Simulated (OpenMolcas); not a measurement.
# C, step by step

Aim: a series of 9 runs (ROHF/def2-SVP, CASSCF(4,4)/def2-SVP, CASPT2(4,4)/def2-SVP, CASPT2[IPEA 0](4,4)/def2-SVP, SC-NEVPT2(4,4)/def2-SVP, PC-NEVPT2(4,4)/def2-SVP, MC-PDFT[tPBE](4,4)/def2-SVP, MC-PDFT[ftPBE](4,4)/def2-SVP, and more) of C. 

The calculation is run with OpenMolcas 26.06.

## (1) The energy at ROHF/def2-SVP (run 1)

The input, step1.inp:

```
&gateway
 baslib
 $CurrDir
 coord
 1
 bohr
 C      0.00000000     0.00000000     0.00000000
 basis
 def2-SVP
 group
 NoSym

&seward

&scf
 uhf
 spin
 3
 prorbitals
 1 1

&rasscf
 fileorb
 $Project.UnaOrb
 spin
 3
 nactel
 2 0 0
 inactive
 2
 ras2
 2
 outorbitals
 Canonical
 orblisting
 Nothing
```

The basis set def2-SVP is read from a file made from the Basis Set Exchange's data (not shown).

Command:

```console
$ export MOLCAS_MEM=1860
$ pymolcas step1.inp > step1.log
```

Log:

```text
--- Start Module: gateway ---
[...]
--- Stop Module: gateway /rc=_RC_ALL_IS_WELL_ ---
[...]
      Basis functions           14
[...]
--- Start Module: scf ---
[...]
       Convergence after  19 Iterations
[...]
::    Total SCF energy                                -37.6452298613
[...]
      Total spin, S                                     1.0021931278
[...]
--- Stop Module: scf /rc=_RC_ALL_IS_WELL_ ---
--- Start Module: rasscf ---
[...]
      Number of active orbitals                  2
[...]
      Spin quantum number                      1.0
[...]
      Active orbitals                            2
[...]
      Number of CSFs                             1
[...]
      Number of root(s) required                 1
[...]
      Convergence after  7 iterations
[...]
      printout of CI-coefficients larger than  0.05 for root  1
      energy=     -37.641164
      conf/sym  11     Coeff  Weight
             1  uu   1.00000 1.00000
      Natural orbitals and occupation numbers for root  1
      sym 1:   1.000000   1.000000
      ************************************************************************************************************************
      *                                                    Final results                                                     *
[...]
::    RASSCF root number  1 Total energy:    -37.64116365
[...]
      Total electronic charge=    6.000000
      Total            charge=   -0.000000
[...]
      Dipole Moment (debye):
      Origin of the operator (angstrom)=    0.0000    0.0000    0.0000
                   X= -2.6388E-14               Y= -1.7548E-14               Z=  4.8226E-14           Total=  5.7707E-14
      Quadrupole Moment (debye*angstrom):
[...]
--- Stop Module: rasscf /rc=_RC_ALL_IS_WELL_ ---
[...]
```

It took 1.6 s on 1 thread of Intel Xeon 6975P-C (Granite Rapids), shared host; peak memory 0.37 GiB.

## (2) The C atom: the energy at CASSCF(4,4)/def2-SVP (run 2)

The input, step2.input:

```
* C CASSCF

&GATEWAY
  BasLib=$CurrDir
  Coord
  1
  bohr
  C      0.00000000     0.00000000     0.00000000
  Basis=def2-SVP
  Group=NoSym

&SEWARD

&RASSCF
  FileOrb=$CurrDir/step1.RasOrb
  Spin=3
  Nactel=4 0 0
  Inactive=1
  Ras2=4
  OrbListing=Nothing
```

The basis set def2-SVP is read from a file made from the Basis Set Exchange's data (not shown).

Run the same way, it converges to -37.66003 Eh (log not shown).

Runs 3 to 5 aren't shown in full; the table further down has their settings and results.

## (3) The C atom: a single-point energy at PC-NEVPT2(4,4)/def2-SVP (run 6)

The input, step6.inp:

```
* C NEVPT2
&GATEWAY
BASLIB = $CurrDir
COORD
1
bohr
C      0.00000000     0.00000000     0.00000000
BASIS = def2-SVP
GROUP = NoSym
&SEWARD
&RASSCF
FILEORB = $CurrDir/step2.RasOrb
SPIN = 3
NACTEL = 4 0 0
INACTIVE = 1
RAS2 = 4
ORBLISTING = Nothing
&CASPT2
PC-NEVPT2
FROZEN = 1
```

The basis set def2-SVP is read from a file made from the Basis Set Exchange's data (not shown).

Run the same way, it converges to -37.70314 Eh (log not shown).

Runs 7 to 8 aren't shown in full; the table further down has their settings and results.

## (4) The C atom: a single-point energy at MRCI(4,4)/def2-SVP (run 9)

The input, step9.input:

```
&GATEWAY
 BasLib = $CurrDir
 Coord
 1
 bohr
 C      0.00000000     0.00000000     0.00000000
 Basis = def2-SVP
 Group = NoSym

&SEWARD

&RASSCF
 FileOrb = $CurrDir/step2.RasOrb
 Spin = 3
 Nactel = 4 0 0
 Inactive = 1
 Ras2 = 4
 OrbListing = Nothing

&MOTRA
 LumOrb
 Frozen = 1

&GUGA
 Electrons = 4
 Spin = 3
 Inactive = 0
 Active = 4
 CIAll = 1

&MRCI
 SDCI
```

The basis set def2-SVP is read from a file made from the Basis Set Exchange's data (not shown).

Run the same way, it converges to -37.71537 Eh (log not shown).

## (5) All runs side by side

```
run                         level   active rule  inactive  energy (Eh)  dipole moment (D) of the reference  wall time
  1                 ROHF/def2-SVP             –         –   -37.641164                                0.00      1.6 s
  2          CASSCF(4,4)/def2-SVP  full valence         1   -37.660035                                0.00        1 s
  3          CASPT2(4,4)/def2-SVP  full valence         1   -37.704552                                0.00      1.1 s
  4  CASPT2[IPEA 0](4,4)/def2-SVP  full valence         1   -37.708875                                0.00        1 s
  5       SC-NEVPT2(4,4)/def2-SVP  full valence         1   -37.703074                                0.00      1.1 s
  6       PC-NEVPT2(4,4)/def2-SVP  full valence         1   -37.703142                                0.00      1.1 s
  7   MC-PDFT[tPBE](4,4)/def2-SVP  full valence         1   -37.751250                                0.00      1.1 s
  8  MC-PDFT[ftPBE](4,4)/def2-SVP  full valence         1   -37.762509                                0.00      1.1 s
  9            MRCI(4,4)/def2-SVP  full valence         1   -37.715373                                0.00      1.2 s
```

## (6) Outcome

| quantity | value |
| --- | --- |
| C atom, run 9: total energy | -37.71537 Eh |
| C atom, run 9: dipole moment (CASSCF density) | 0.00 D |

What this shows: Below the ROHF energy at the same shape and in the same basis (def2-SVP): CASSCF(4,4) -18.9 mEh; CASPT2(4,4) -63.4 mEh; CASPT2[IPEA 0](4,4) -67.7 mEh; SC-NEVPT2(4,4) -61.9 mEh; PC-NEVPT2(4,4) -62.0 mEh; MRCI(4,4) -74.2 mEh. Active-space methods hold only the correlation inside their space unless a perturbation or CI step follows. All runs together took 10 s, the longest 1.6 s.
